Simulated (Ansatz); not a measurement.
# Nb3As4: one candidate of a structure search

Aim: relax a trial structure of Nb3As4 and see where it ends.

Program: Ansatz 0.2.0. Level of theory: DFT PBE, scalar-relativistic, plane waves, PAW. These are calculated values, not measurements.

## 1. The system as given

The structure is cubic, space group P-43m (No. 215). The conventional cell has a = 5.351 Å, b = 5.351 Å, c = 5.351 Å, α = 90.00°, β = 90.00°, γ = 90.00°. Around Nb (site symmetry -42m) lie 4 As at 2.42 Å. As (site symmetry 3m) has 3 Nb at 2.42 Å as nearest neighbours.

As a file:

```
CELL_PARAMETERS angstrom
5.35110 0.00000 0.00000
0.00000 5.35110 0.00000
0.00000 0.00000 5.35110
ATOMIC_POSITIONS crystal
Nb 0.00000 0.00000 0.50000
Nb 0.50000 0.00000 0.00000
Nb 0.00000 0.50000 0.00000
As 0.72069 0.72069 0.72069
As 0.27931 0.27931 0.72069
As 0.27931 0.72069 0.27931
As 0.72069 0.27931 0.27931
```

The cell is invented: species swapped into a database cell of Ge3As4 (P-43m, No. 215), with Nb on the Ge sites. Lengths come from tabulated atomic sizes and are only a guess.

## 2. A first look at the guess

Contents of input.yaml:

```yaml
crystal:
  lattice:
    - [5.35109922, 0.0, 0.0]
    - [0.0, 5.35109922, 0.0]
    - [0.0, 0.0, 5.35109922]
  atoms:
    - { symbol: Nb, position: [0.0, 0.0, 0.5] }
    - { symbol: Nb, position: [0.5, 0.0, 0.0] }
    - { symbol: Nb, position: [0.0, 0.5, 0.0] }
    - { symbol: As, position: [0.72068733, 0.72068733, 0.72068733] }
    - { symbol: As, position: [0.27931267, 0.27931267, 0.72068733] }
    - { symbol: As, position: [0.27931267, 0.72068733, 0.27931267] }
    - { symbol: As, position: [0.72068733, 0.27931267, 0.27931267] }
basis:
  ecutwfc: 420
kpoints:
  mp_grid: { grid: [4, 4, 4] }
hamiltonian:
  xc: pbe
scf:
  occupations: { method: gaussian, width: 0.1 }
  lower_state_search: "off"
output:
  forces: true
  stress: true
  eigenvalues: true
```

Launch:

```sh
$ ansatz run input.yaml --threads 1 --pin off --max-ram 2048MiB --backend cpu --events-out ev --progress --plain --runs-dir out
```

Further runs follow: coarse relaxation; spin check on a coarse mesh; final relaxation.

**Question.** What will these runs give? Wanted: conventional cell; volume; energy over the elements; gap on the mesh.

**Answer**, as computed:

| quantity | value |
| --- | --- |
| symmetry at the end (tolerance 0.05 Å) | space group P-43m (No. 215) |
| conventional cell | a = 5.533 Å, b = 5.533 Å, c = 5.533 Å, α = 90.00°, β = 90.00°, γ = 90.00° |
| volume | 24.19 Å³/atom |
| energy over the elements | +0.23 eV/atom |
| gap on the mesh | none (metal) |

In words: The space group P-43m (No. 215) is kept, and the volume per atom grows by 10.5 % from the first guess. With a positive formation energy it can't be a ground state. No finished test with a distortion of lower symmetry is shown, so the end may be a saddle point. Other magnetic orders were not searched.
